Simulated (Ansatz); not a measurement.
# TaCl (quintet): the correlation ladder, def2-QZVPP

The task here is to estimate one member of a computed series from the others.

Computed with Ansatz 0.2.0, Gaussian basis. Level: def2-QZVPP, core rule «outside noble gas», up to 9 orbitals frozen.

Plan: UHF; ROHF; CCSD(T) on UHF.

## What is computed

The geometry is a PBE0/def2-TZVP stationary point (not a proven minimum). No spin-orbit coupling is included. Elements past krypton take def2 core potentials.

2 atoms, charge 0, spin multiplicity 5.

Atoms are counted from 1 here; the program's logs count them from 0.

Bond lengths: Ta1–Cl2 2.292 Å.

Set-up of the first run:

File in.yaml:

```yaml
crystal:
  periodic: [false, false, false]
  atoms:
    - {symbol: Ta, position_ang: [0.000000, 0.000000, 0.000000]}
    - {symbol: Cl, position_ang: [0.000000, 0.000000, 2.292200]}
basis:
  gaussian: {orbitals: "def2-QZVPP.json"}
magnetization: {spin_polarized: true, initial_magnetization: 4}
hamiltonian: {xc: hf}
output: {orbitals: {seedname: orbitals}}
```

Started as:

```
ansatz run in.yaml --threads 1 --pin off --events-out ev --progress --plain --max-ram 4096MiB --backend cpu
```

Among the steps run: UHF; ROHF; CCSD(T) on UHF.

One table of the session follows, with a row left open; its other results are not shown here.

```
  method  from UCCSD(T) (kcal/mol)
    ROHF                   +200.31
     UHF                         ?
    UMP2                    +22.64
   UCCSD                     +9.27
UCCSD(T)                         0
```

Estimate the missing values for UHF.

The run gave: from UCCSD(T) (kcal/mol): +196.58. In the column «from UCCSD(T) (kcal/mol)» it lies between UMP2 (+22.64) and ROHF (+200.31).
